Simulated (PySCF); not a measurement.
# GdN3O9 (Gd(NO3)3): the cost of one run

Computed with PySCF 2.14.0. Level: several levels, as the steps say, no spin–orbit coupling.

4 further runs of the same task are left out: 2 for a known fault of the program, 2 that didn't finish.

## 1. Where the work starts

13 atoms, charge 0, spin multiplicity 1.

Bond lengths: Gd1–O2 2.361 Å, Gd1–O3 2.361 Å, Gd1–N4 2.809 Å, Gd1–O6 2.361 Å, Gd1–O7 2.361 Å, Gd1–N8 2.809 Å, Gd1–O10 2.361 Å, Gd1–O11 2.361 Å, Gd1–N12 2.809 Å, O2–N4 1.308 Å, O3–N4 1.308 Å, N4–O5 1.200 Å, O6–N8 1.308 Å, O7–N8 1.308 Å, N8–O9 1.200 Å, O10–N12 1.308 Å, O11–N12 1.308 Å, N12–O13 1.200 Å. Angles: O2–Gd1–O3 55.2°, O2–Gd1–N4 27.6°, O2–Gd1–O6 100.7°, O2–Gd1–O7 135.3°, O2–Gd1–N8 120.4°, O2–Gd1–O10 100.7°, O2–Gd1–O11 119.3°, O2–Gd1–N12 112.4°, O3–Gd1–N4 27.6°, O3–Gd1–O6 119.3°, O3–Gd1–O7 100.7°, O3–Gd1–N8 112.4°, O3–Gd1–O10 135.3°, O3–Gd1–O11 100.7°, O3–Gd1–N12 120.4°, N4–Gd1–O6 112.4°, N4–Gd1–O7 120.4°, N4–Gd1–N8 120.0° and more.

As a file:

```xyz
13
charge 0, multiplicity 1
Gd    0.0000    0.0000    0.0000
O     2.0918   -0.1703    1.0810
O     2.0918    0.1703   -1.0810
N     2.8088    0.0000    0.0000
O     4.0090    0.0000    0.0000
O    -0.8984    1.8967    1.0810
O    -1.1934    1.7264   -1.0810
N    -1.4044    2.4325    0.0000
O    -2.0045    3.4719    0.0000
O    -1.1934   -1.7264    1.0810
O    -0.8984   -1.8967   -1.0810
N    -1.4044   -2.4325    0.0000
O    -2.0045   -3.4719    0.0000
```

Formal oxidation states: Gd +3. Each metal's 7 4f electrons lie in its core potential, so multiplicities, spins and levels count the valence alone. An earlier session relaxed this geometry at BP86, Gd lcecp-1-SVP with ECP53, O def2-SVP, N def2-SVP (singlet, point group D3).

At BP86 on the finer grid: E = -876.570980 Eh, HOMO -7.67 eV, LUMO -4.02 eV, Mulliken charge on Gd1 +1.17 e, largest force component 0.027 eV/Å. 

Levels to run: CAM-B3LYP; wB97X; PBE0; PBE; BP86, TZVP. Hardware: 4 threads of Arm Neoverse V2, shared host.

## 2. CAM-B3LYP

Contents of run.py (the lines that set the calculation):

```python
mol = gto.M(atom='''
Gd     0.00000     0.00000     0.00000
O      2.09175    -0.17031     1.08095
O      2.09175     0.17031    -1.08095
N      2.80884     0.00001     0.00000
O      4.00901     0.00001     0.00000
O     -0.89839     1.89666     1.08095
O     -1.19337     1.72635    -1.08095
N     -1.40442     2.43252     0.00000
O     -2.00451     3.47190     0.00000
O     -1.19337    -1.72636     1.08095
O     -0.89838    -1.89667    -1.08095
N     -1.40441    -2.43253     0.00000
O     -2.00450    -3.47191     0.00000''',
    basis={'Gd': 'lcecp-1-SVP', 'O': 'def2-SVP', 'N': 'def2-SVP'},
    ecp={'Gd': 'lcecp-1-SVP'},
    charge=0, spin=0)
mf = dft.RKS(mol, xc='CAMB3LYP')
mf.grids.atom_grid = (75, 302)  # f atoms: unpruned, at least (60, 302)
mf = mf.density_fit()  # fitting sets: Gd AutoAux, O def2-universal-JKFIT, N def2-universal-JKFIT
mf.conv_tol = 1e-08; mf.max_cycle = 55
mf.kernel(dm0)  # dm0: the density of the relaxed state
```

On the command line:

```console
> OMP_NUM_THREADS=4 python run.py
```

**Question.** How long does this run take on 4 threads of Arm Neoverse V2, shared host?

About 26 s.
